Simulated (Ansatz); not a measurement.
# C10H8O: a ladder of functionals and wavefunction methods

One table from this session's results is given with a row withheld; the runs are named, their logs left out.

Program: Ansatz 0.2.0, Gaussian basis. Level of theory: functionals in def2-TZVPP, the program's frozen cores in correlated methods. These are calculated values, not measurements.

The runs, in order: LDA (SPW92), PBE-D4, revPBE-D4, BLYP-D4, r2SCAN-D4, B97M-V, PBE0-D4, B3LYP-D4, r2SCANh-D4, r2SCAN0-D4, HSE06-D4, BHLYP-D4, CAM-B3LYP-D4, LC-ωPBE, ωB97X-V, ωB97M-V, B2PLYP, PBE-QIDH; CCSD(T)/def2-SVP; CCSD(T)/def2-TZVPP; MP2/def2-QZVPP; extrapolation to the limit; RPA on PBE.

## The geometry

An earlier PBE0-D4 in a triple-zeta def2 set relaxation fixed the geometry.

SMILES `Oc1cccc2ccccc12`, 19 atoms, charge 0, spin multiplicity 1.

Atoms are counted from 1 here; the program's logs count them from 0.

Bond lengths: O1–C2 1.354 Å, O1–H12 0.960 Å, C2–C3 1.371 Å, C2–C11 1.421 Å, C3–C4 1.402 Å, C3–H13 1.083 Å, C4–C5 1.367 Å, C4–H14 1.084 Å, C5–C6 1.410 Å, C5–H15 1.084 Å, C6–C7 1.412 Å, C6–C11 1.424 Å, C7–C8 1.367 Å, C7–H16 1.085 Å, C8–C9 1.406 Å, C8–H17 1.084 Å, C9–C10 1.368 Å, C9–H18 1.084 Å and more. Angles: C2–O1–H12 109.8°, O1–C2–C3 117.6°, O1–C2–C11 121.8°, C3–C2–C11 120.6°, C2–C3–C4 120.3°, C2–C3–H13 118.7°, C4–C3–H13 121.0°, C3–C4–C5 120.9°, C3–C4–H14 118.9°, C5–C4–H14 120.1°, C4–C5–C6 120.0°, C4–C5–H15 120.9°, C6–C5–H15 119.0°, C5–C6–C7 121.6°, C5–C6–C11 119.8°, C7–C6–C11 118.6°, C6–C7–C8 121.3°, C6–C7–H16 118.3° and more.

Coordinates:

```
O     2.8681    0.2432    0.0161
C     1.6341    0.1420   -0.5307
C     1.5428    0.1430   -1.8985
C     0.2923    0.0400   -2.5250
C    -0.8557   -0.0657   -1.7899
C    -0.7940   -0.0675   -0.3812
C    -1.9590   -0.1738    0.4100
C    -1.8935   -0.1712    1.7750
C    -0.6490   -0.0587    2.4197
C     0.4993    0.0455    1.6837
C     0.4659    0.0413    0.2723
H     2.8056    0.1864    0.9726
H     2.4531    0.2222   -2.4801
H     0.2462    0.0424   -3.6080
H    -1.8218   -0.1481   -2.2742
H    -2.9165   -0.2577   -0.0930
H    -2.7989   -0.2537    2.3649
H    -0.6002   -0.0525    3.5022
H     1.4391    0.1386    2.2206
```

The first run:

in.yaml

```yaml
crystal:
  periodic: [false, false, false]
  atoms:
    - {symbol: O, position_ang: [2.868147, 0.243157, 0.016063]}
    - {symbol: C, position_ang: [1.634120, 0.142010, -0.530740]}
    - {symbol: C, position_ang: [1.542825, 0.143015, -1.898529]}
    - {symbol: C, position_ang: [0.292349, 0.039964, -2.524973]}
    - {symbol: C, position_ang: [-0.855667, -0.065652, -1.789913]}
    - {symbol: C, position_ang: [-0.794029, -0.067549, -0.381198]}
    - {symbol: C, position_ang: [-1.958993, -0.173826, 0.409972]}
    - {symbol: C, position_ang: [-1.893473, -0.171234, 1.775044]}
    - {symbol: C, position_ang: [-0.648970, -0.058657, 2.419710]}
    - {symbol: C, position_ang: [0.499319, 0.045462, 1.683678]}
    - {symbol: C, position_ang: [0.465917, 0.041289, 0.272295]}
    - {symbol: H, position_ang: [2.805588, 0.186410, 0.972580]}
    - {symbol: H, position_ang: [2.453087, 0.222197, -2.480111]}
    - {symbol: H, position_ang: [0.246247, 0.042426, -3.607958]}
    - {symbol: H, position_ang: [-1.821823, -0.148087, -2.274194]}
    - {symbol: H, position_ang: [-2.916489, -0.257741, -0.093009]}
    - {symbol: H, position_ang: [-2.798938, -0.253711, 2.364897]}
    - {symbol: H, position_ang: [-0.600247, -0.052479, 3.502191]}
    - {symbol: H, position_ang: [1.439128, 0.138608, 2.220594]}
basis:
  gaussian: {orbitals: def2-TZVPP}
hamiltonian: {xc: lda}
output: {orbitals: {seedname: orbitals}}
```

On the command line:

```sh
$ ansatz run in.yaml --threads 4 --pin off --events-out ev --progress --plain --max-ram 41984MiB --backend cuda --devices 0, --max-vram 37GiB
```

Steps of the session up to this table: LDA; PBE-D4 (GGA); revPBE-D4 (GGA); BLYP-D4 (GGA); r2SCAN-D4 (meta-GGA); B97M-V (meta-GGA); B3LYP-D4 (hybrid); r2SCANh-D4 (hybrid); r2SCAN0-D4 (hybrid); HSE06-D4 (hybrid); BHLYP-D4 (hybrid); CAM-B3LYP-D4 (range-separated); LC-ωPBE (range-separated); ωB97X-V (range-separated); ωB97M-V (range-separated); B2PLYP (double hybrid); PBE-QIDH (double hybrid).

One table of the session follows, with a row left open; its other results are not shown here.

It belongs to the step «Orbital energies across the functionals». 

| functional | HOMO (eV) | gap (eV) |
| --- | --- | --- |
| LDA (SPW92) | -5.32 | 3.10 |
| PBE-D4 | -5.10 | 3.13 |
| revPBE-D4 | -5.02 | 3.15 |
| BLYP-D4 | -4.92 | 3.13 |
| r2SCAN-D4 | -5.24 | 3.39 |
| B97M-V | -5.21 | 3.46 |
| PBE0-D4 | -6.00 | 4.84 |
| B3LYP-D4 | -5.81 | 4.48 |
| r2SCANh-D4 | -5.58 | 4.03 |
| r2SCAN0-D4 | -6.10 | 5.00 |
| HSE06-D4 | ? | ? |
| BHLYP-D4 | -6.72 | 6.52 |
| CAM-B3LYP-D4 | -7.11 | 6.97 |
| LC-ωPBE | -8.29 | 9.07 |
| ωB97X-V | -7.98 | 8.78 |
| ωB97M-V | -7.92 | 8.66 |

Estimate the missing values for HSE06-D4.

**Answer.** HOMO (eV): -5.62; gap (eV): 4.09. In the column «HOMO (eV)» it lies between B3LYP-D4 (-5.81) and r2SCANh-D4 (-5.58).
